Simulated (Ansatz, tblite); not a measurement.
# The cluster Cd7H20S7: a ladder of methods and basis sets

How do method and basis change the picture of the cluster Cd7H20S7 (singlet)?

Program: Ansatz 0.2.0, Gaussian basis. Level of theory: as each input shows. These are calculated values, not measurements.

Plan: GFN1-xTB, GFN2-xTB, PBE-D4/def2-TZVP, r2SCAN-D4/def2-TZVP, BHLYP-D4/def2-TZVP, r2SCAN0-D4/def2-TZVP, BLYP-D4/def2-TZVP, LC-ωPBE(0.10)/def2-SVP, LC-ωPBE(0.15)/def2-SVP, LC-ωPBE(0.20)/def2-SVP, LC-ωPBE(0.30)/def2-SVP, PBE-D4/def2-SVP, PBE0-D4/def2-SVP, MP2/def2-SVP, RPA/def2-SVP.

### 1 The geometry

The singlet was relaxed beforehand with r2SCAN-D4/def2-SVP.

34 atoms, charge 0, spin multiplicity 1.

Bond lengths: Cd1–Cd3 3.448 Å, Cd1–S9 2.773 Å, Cd1–S10 2.714 Å, Cd1–H15 1.846 Å, Cd1–H16 1.693 Å, Cd2–S9 2.595 Å, Cd2–S13 2.923 Å, Cd2–S14 2.767 Å, Cd2–H17 1.698 Å, Cd3–S13 2.859 Å, Cd3–H15 1.819 Å, Cd3–H18 1.707 Å, Cd3–H23 1.939 Å, Cd4–S9 2.708 Å, Cd4–S14 2.973 Å, Cd4–H19 1.697 Å, Cd4–H20 1.793 Å, Cd5–S10 2.661 Å and more. Angles: Cd3–Cd1–S9 90.8°, Cd3–Cd1–S10 80.0°, Cd3–Cd1–H15 19.7°, Cd3–Cd1–H16 150.8°, S9–Cd1–S10 87.4°, S9–Cd1–H15 95.0°, S9–Cd1–H16 112.4°, S10–Cd1–H15 99.3°, S10–Cd1–H16 117.0°, H15–Cd1–H16 134.3°, S9–Cd2–S13 88.6°, S9–Cd2–S14 81.9°, S9–Cd2–H17 142.9°, S13–Cd2–S14 75.9°, S13–Cd2–H17 98.1°, S14–Cd2–H17 135.2°, Cd1–Cd3–S13 84.5°, Cd1–Cd3–H15 20.0° and more.

Coordinates:

```xyz
34
charge 0, multiplicity 1
Cd    0.7326   -3.5913    0.3097
Cd   -1.6954    0.3510   -0.9303
Cd    2.2919   -1.7803   -2.1752
Cd   -2.5407   -1.4677    2.5105
Cd    0.2319   -0.5129    3.6710
Cd    1.1172    2.3339    0.9946
Cd    3.8092   -0.3692    0.2297
S    -4.5800    0.7642   -0.0862
S    -1.5556   -2.0454    0.0547
S     1.7835   -1.5705    1.7858
S     0.8389    2.0274   -4.3025
S    -0.2847    3.9787   -0.9704
S     1.2217    0.4932   -0.8111
S    -1.1624    1.0377    1.6964
H     1.4164   -3.1410   -1.3444
H     0.4383   -5.0540    1.1095
H    -1.9176    1.2097   -2.3788
H     2.2962   -1.1637   -3.7667
H    -4.2224   -1.2434    2.4787
H    -1.1053   -1.8642    3.5094
H     0.8047    0.3780    4.9804
H     1.9754    3.3590    2.0069
H     3.8235   -1.6882   -0.9904
H     4.5803    0.8625    1.0704
H    -5.1374   -0.1600   -0.8996
H    -4.5827   -0.0773    0.9880
H    -2.5053   -2.7751   -0.5717
H     2.5066   -2.3094    2.6585
H    -0.3646    1.5075   -3.9512
H     1.4499    0.8165   -4.2095
H     0.2604    3.4234   -2.0874
H     0.6123    4.9910   -0.9463
H     1.3812    1.2814   -1.9087
H    -1.9182    1.9985    2.2762
```

Cd takes a core potential in the def2 sets. No spin-orbit coupling is included.

PBE0-D4/def2-TZVP was run before; its log isn't repeated, and its numbers join the tables.

### 2 GFN1-xTB

Tight binding, by tblite at 300 K electronic temperature and without a spin-polarisation term:

```python
tblite.interface.Calculator('GFN1-xTB', numbers, positions, charge=0, uhf=0).singlepoint()
```

Energy -1163.7044 eV, HOMO -9.80 eV, LUMO -5.52 eV; 0.07 s.

### 3 GFN2-xTB

Tight binding, by tblite at 300 K electronic temperature and without a spin-polarisation term:

```python
tblite.interface.Calculator('GFN2-xTB', numbers, positions, charge=0, uhf=0).singlepoint()
```

Energy -1013.4870 eV, HOMO -10.76 eV, LUMO -6.69 eV; 0.068 s.

### 4 PBE-D4/def2-TZVP

start.molden holds the orbitals of an earlier run on this state, given as this run's starting guess.

The input, in.yaml:

```yaml
crystal:
  periodic: [false, false, false]
  atoms:
    - {symbol: Cd, position_ang: [0.732577, -3.591300, 0.309728]}
    - {symbol: Cd, position_ang: [-1.695431, 0.351017, -0.930304]}
    - {symbol: Cd, position_ang: [2.291864, -1.780313, -2.175179]}
    - {symbol: Cd, position_ang: [-2.540728, -1.467696, 2.510495]}
    - {symbol: Cd, position_ang: [0.231863, -0.512919, 3.670951]}
    - {symbol: Cd, position_ang: [1.117196, 2.333874, 0.994621]}
    - {symbol: Cd, position_ang: [3.809238, -0.369152, 0.229651]}
    - {symbol: S, position_ang: [-4.579978, 0.764204, -0.086233]}
    - {symbol: S, position_ang: [-1.555574, -2.045415, 0.054705]}
    - {symbol: S, position_ang: [1.783540, -1.570465, 1.785779]}
    - {symbol: S, position_ang: [0.838946, 2.027434, -4.302531]}
    - {symbol: S, position_ang: [-0.284661, 3.978711, -0.970407]}
    - {symbol: S, position_ang: [1.221683, 0.493239, -0.811113]}
    - {symbol: S, position_ang: [-1.162401, 1.037654, 1.696364]}
    - {symbol: H, position_ang: [1.416418, -3.140961, -1.344355]}
    - {symbol: H, position_ang: [0.438256, -5.053996, 1.109489]}
    - {symbol: H, position_ang: [-1.917565, 1.209707, -2.378782]}
    - {symbol: H, position_ang: [2.296190, -1.163687, -3.766681]}
    - {symbol: H, position_ang: [-4.222361, -1.243394, 2.478703]}
    - {symbol: H, position_ang: [-1.105268, -1.864159, 3.509439]}
    - {symbol: H, position_ang: [0.804673, 0.377968, 4.980433]}
    - {symbol: H, position_ang: [1.975360, 3.359001, 2.006945]}
    - {symbol: H, position_ang: [3.823515, -1.688244, -0.990358]}
    - {symbol: H, position_ang: [4.580348, 0.862451, 1.070450]}
    - {symbol: H, position_ang: [-5.137390, -0.159954, -0.899585]}
    - {symbol: H, position_ang: [-4.582697, -0.077322, 0.987982]}
    - {symbol: H, position_ang: [-2.505250, -2.775108, -0.571727]}
    - {symbol: H, position_ang: [2.506621, -2.309430, 2.658535]}
    - {symbol: H, position_ang: [-0.364569, 1.507474, -3.951214]}
    - {symbol: H, position_ang: [1.449865, 0.816542, -4.209512]}
    - {symbol: H, position_ang: [0.260409, 3.423401, -2.087401]}
    - {symbol: H, position_ang: [0.612294, 4.991028, -0.946281]}
    - {symbol: H, position_ang: [1.381208, 1.281360, -1.908736]}
    - {symbol: H, position_ang: [-1.918182, 1.998470, 2.276153]}
basis:
  gaussian: {orbitals: def2-TZVP, fitting: {mean_field: def2-universal-jkfit}, initial_orbitals: start.molden}
hamiltonian: {xc: pbe, dispersion: d4}
scf: {omitted_lower_state_checks: [starts]}
output: {orbitals: {seedname: orbitals}}
```

Command:

```sh
$ ansatz run in.yaml --threads 2 --pin off --events-out ev --progress --plain --max-ram 32768MiB --backend cuda --devices 0, --max-vram 18GiB
```

The runs that follow: r2SCAN-D4/def2-TZVP; BHLYP-D4/def2-TZVP; r2SCAN0-D4/def2-TZVP; BLYP-D4/def2-TZVP; LC-ωPBE(0.10)/def2-SVP; LC-ωPBE(0.15)/def2-SVP; LC-ωPBE(0.20)/def2-SVP; LC-ωPBE(0.30)/def2-SVP; PBE-D4/def2-SVP; PBE0-D4/def2-SVP; MP2/def2-SVP; RPA/def2-SVP.

Before running them: what should the planned runs give, taken together? Wanted: gap in def2-TZVP, named functionals, smallest and largest; gap over the ω; correlation energy, MP2/def2-SVP; binding an atom, functionals in def2-TZVP; PBE0 total energy, smallest basis above largest.

**Answer**, as computed:

| quantity | value |
| --- | --- |
| gap in def2-TZVP, named functionals, smallest and largest | 4.05 eV (BLYP-D4), 7.78 eV (BHLYP-D4) |
| gap over the ω (1/bohr) | 6.85 eV at 0.1, 9.84 eV at 0.3 |
| correlation energy, MP2/def2-SVP | -102.42 eV |
| binding an atom, functionals in def2-TZVP | 2.08 (BLYP-D4) to 2.17 eV (r2SCAN-D4) |
| PBE0 total energy, smallest basis above largest | 33.38 eV (def2-SVP, def2-TZVP) |

Over the named functionals in def2-TZVP the gap runs from 4.05 eV (BLYP-D4) to 7.78 eV (BHLYP-D4); exact exchange widens it. Raising the ω (1/bohr) from 0.1 to 0.3 moves the HOMO by -1.78 eV and the LUMO by +1.22 eV.
